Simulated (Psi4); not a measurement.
# M06-2X/def2-QZVPP (density fitting) run of CHAlFO+ (SMILES [O+]#[C][AlH][F])

Aim: a single-point energy of CHAlFO+. Input form: a QCSchema input.

The calculation is run with Psi4 1.11.

4 further runs of the same task are left out: 2 that didn't finish, 2 set aside as unsound or not needed.

### 1 The system as given

The species is CHAlFO+ (5 atoms), meant as a singlet with charge +1. SMILES: `[O+]#[C][AlH][F]`. The shape comes from GFN2-xTB, which is rough for such elements, and wasn't checked as a minimum.

Bond lengths: O1–C2 1.103 Å, C2–Al3 2.205 Å, Al3–F4 1.616 Å, Al3–H5 1.492 Å. Angles: O1–C2–Al3 171.0°, C2–Al3–F4 96.6°, C2–Al3–H5 117.4°, F4–Al3–H5 146.0°.

### 2 A single-point energy at M06-2X/def2-QZVPP (density fitting)

The input, job.json:

```json
{
  "schema_name": "qcschema_input",
  "schema_version": 1,
  "molecule": {
    "schema_name": "qcschema_molecule",
    "schema_version": 2,
    "symbols": ["O", "C", "Al", "F", "H"],
    "geometry": [1.65439853, -3.33589573, 2.48839136, 1.11507069, -1.67560126, 1.35090851, -0.55191341, 1.36043273, -0.96504534, -3.29250762, 0.0627767, -1.32798614, 1.07495181, 3.58830645, -1.5462495],
    "molecular_charge": 1,
    "molecular_multiplicity": 1
  },
  "driver": "energy",
  "model": {
    "method": "m06-2x",
    "basis": "def2-QZVPP"
  },
  "keywords": {
    "scf_type": "disk_df"
  }
}
```

Run with:

```sh
$ psi4 --qcschema job.json -n 1 --memory 1600MB
```

stdout:

```text
[...]
  Running in c1 symmetry.
[...]
  Nuclear repulsion =  125.006586348743241
[...]
  Multiplicity = 1
[...]
  Nalpha       = 18
  Nbeta        = 18
[...]
    Number of basis functions: 271
[...]
   @DF-RKS iter   1:  -455.89681443863714   -6.61325e-01   2.04178e-03 DIIS/ADIIS
[...]
   @DF-RKS iter   7:  -455.99484091302219   -4.15396e-07   6.94787e-07 DIIS
[...]
    Orbital Energies [Eh]
    ---------------------
    Doubly Occupied:
       1A    -57.148229     2A    -25.429547     3A    -20.003800
       4A    -10.935371     5A     -4.669048     6A     -3.174922
       7A     -3.172957     8A     -3.168781     9A     -1.562165
      10A     -1.514083    11A     -0.926354    12A     -0.821936
      13A     -0.817034    14A     -0.814182    15A     -0.763143
      16A     -0.726190    17A     -0.722670    18A     -0.657910
[...]
  @DF-RKS Final Energy:  -455.99484091302219
   => Energetics <=
    Nuclear Repulsion Energy =            125.0065863487432409
    One-Electron Energy =                -871.0139434758506241
    Two-Electron Energy =                 310.6224343785230531
    DFT Exchange-Correlation Energy =     -20.6099181644378184
    Empirical Dispersion Energy =           0.0000000000000000
    VV10 Nonlocal Energy =                  0.0000000000000000
    Total Energy =                       -455.9948409130221876
[...]
 Multipole Moments:
 ------------------------------------------------------------------------------------
     Multipole            Electronic (a.u.)      Nuclear  (a.u.)        Total (a.u.)
 ------------------------------------------------------------------------------------
 L = 1.  Multiply by 2.5417464519 to convert [e a0] to [Debye]
 Dipole X            :         -0.9683263            2.2126737            1.2443474
 Dipole Y            :         -0.0441860            0.8632822            0.8190963
 Dipole Z            :         -0.3614756            0.3966774            0.0352018
 Magnitude           :                                                    1.4901538
[...]
```

The result, in JSON:

```text
{
 "driver": "energy",
 "model": {
  "method": "m06-2x",
  "basis": "def2-QZVPP"
 },
 "success": true,
 "return_result": -455.9948409130222,
 "properties": {
  "calcinfo_nbasis": 271,
  "calcinfo_nmo": 271,
  "calcinfo_nalpha": 18,
  "calcinfo_nbeta": 18,
  "calcinfo_natom": 5,
  "nuclear_repulsion_energy": 125.00658634874324,
  "return_energy": -455.9948409130222,
  "scf_one_electron_energy": -871.0139434758506,
  "scf_two_electron_energy": 310.62243437852305,
  "scf_xc_energy": -20.60991816443782,
  "scf_dipole_moment": [1.2443474022341776, 0.8190962662958885, 0.03520183721031689],
  "scf_total_energy": -455.9948409130222,
  "scf_iterations": 7
 }
}
```

It took 17 s on 1 thread of INTEL XEON PLATINUM 8581C at 2.30GHz (Emerald Rapids), shared host; peak memory 1.1 GiB.

### 3 What came out

Level: M06-2X/def2-QZVPP (density fitting).

```
     quantity          value
 total energy  -455.99484 Eh
  HOMO energy      -17.90 eV
  LUMO energy       -7.82 eV
HOMO–LUMO gap       10.08 eV
```
